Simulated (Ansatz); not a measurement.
Born–Oppenheimer molecular dynamics of a periodic cell of 18 atoms, In₄Sb₄H (surface InSb(110), adsorbate H2). It goes on from the last frame of an earlier run, with new velocities.

These are results of Ansatz, DFT LDA, scalar-relativistic, plane waves, PAW, not measurements. Settings: accuracy low, PAW set soft_1, cutoff 420 eV, k mesh 2x2x1, fermi-dirac smearing 0.05 eV, no spin polarisation.

```json
{
  "ensemble": "NVT, Nosé–Hoover chain",
  "time step": "0.75 fs",
  "steps asked": "200",
  "set temperature": "1400 K",
  "thermostat": "time constant 3 fs, chain length 1",
  "atoms held": "1, 4, 6, 7",
  "seed": "972683"
}
```

First frame:

```xyz
18
Lattice="9.1372 0.0000 0.0000 0.0000 6.4610 0.0000 0.0000 0.0000 19.8529" Properties=species:S:1:pos:R:3
In 0.000 0.000 1.000
Sb 9.024 1.808 3.068
In 6.875 3.357 3.362
Sb 2.284 4.846 1.000
In 2.392 3.624 3.412
Sb 6.853 4.846 1.000
In 4.569 0.000 1.000
Sb 4.456 1.936 3.045
In 4.918 0.302 5.633
Sb 4.400 1.731 8.092
In 1.976 3.062 7.193
Sb 7.214 5.005 5.570
In 6.719 3.188 7.538
Sb 2.276 5.291 5.580
In 9.098 0.472 5.500
Sb 8.828 1.632 8.052
H 7.971 -0.758 10.225
H 7.939 -1.519 9.999
```

Q: What does the run give?

A: The run went to its last step.

- steps done: 200
- time covered: 150 fs
- mean temperature over the second half: 1401 K
- spread of the potential energy over the second half: 20.2 meV per atom
- mean potential energy of the second half above the start: 69.9 meV per atom

The conserved energy stayed within 0.14 meV per atom of its start (net change 0.12 meV per atom), so the integration is sound. A run of 0.15 ps of so small a system gives no equilibrium averages. Limits of this set-up: thin slab, slab without dipole correction, no dispersion correction for a molecule that may bind weakly, PAW files made for another functional, low accuracy level.

Q: What happens to the structure?

A: Mean squared displacements from the first frame to the last: In 0.24 Å², Sb 0.34 Å², H 4.50 Å². This is one draw of velocities; another would differ in detail.

Q: How do temperature and energy run in time?

A: 
```csv
time (fs),T (K),potential energy less start (eV),conserved less start (meV/atom)
0.0,1400,0.000,0.00
4.5,1374,0.075,0.00
9.0,1429,0.178,0.01
13.5,1383,0.366,0.06
18.0,1391,0.508,0.08
22.5,1396,0.741,0.10
27.0,1422,0.865,0.11
31.5,1342,1.094,0.10
36.0,1454,1.192,0.09
40.5,1374,1.390,0.09
45.0,1405,1.448,0.07
49.5,1446,1.470,0.09
54.0,1410,1.276,0.01
58.5,1331,1.193,0.02
63.0,1467,1.103,0.01
67.5,1408,1.038,0.01
72.0,1356,0.944,0.00
76.5,1451,0.864,0.00
81.0,1384,0.852,0.03
85.5,1371,0.831,0.02
90.0,1426,0.910,0.07
94.5,1415,0.901,0.07
99.0,1324,1.003,0.10
103.5,1473,0.998,0.11
108.0,1353,1.131,0.10
112.5,1380,1.147,0.08
117.0,1425,1.297,0.09
121.5,1412,1.326,0.03
126.0,1345,1.445,0.04
130.5,1465,1.507,0.00
135.0,1390,1.633,0.01
139.5,1367,1.746,0.01
144.0,1474,1.834,0.01
148.5,1365,1.967,0.06
```

Run time: 11 min on 4 threads of Intel(R) Xeon(R) 6975P-C (Granite Rapids), with other jobs on the host, peak memory 3.1 GiB.
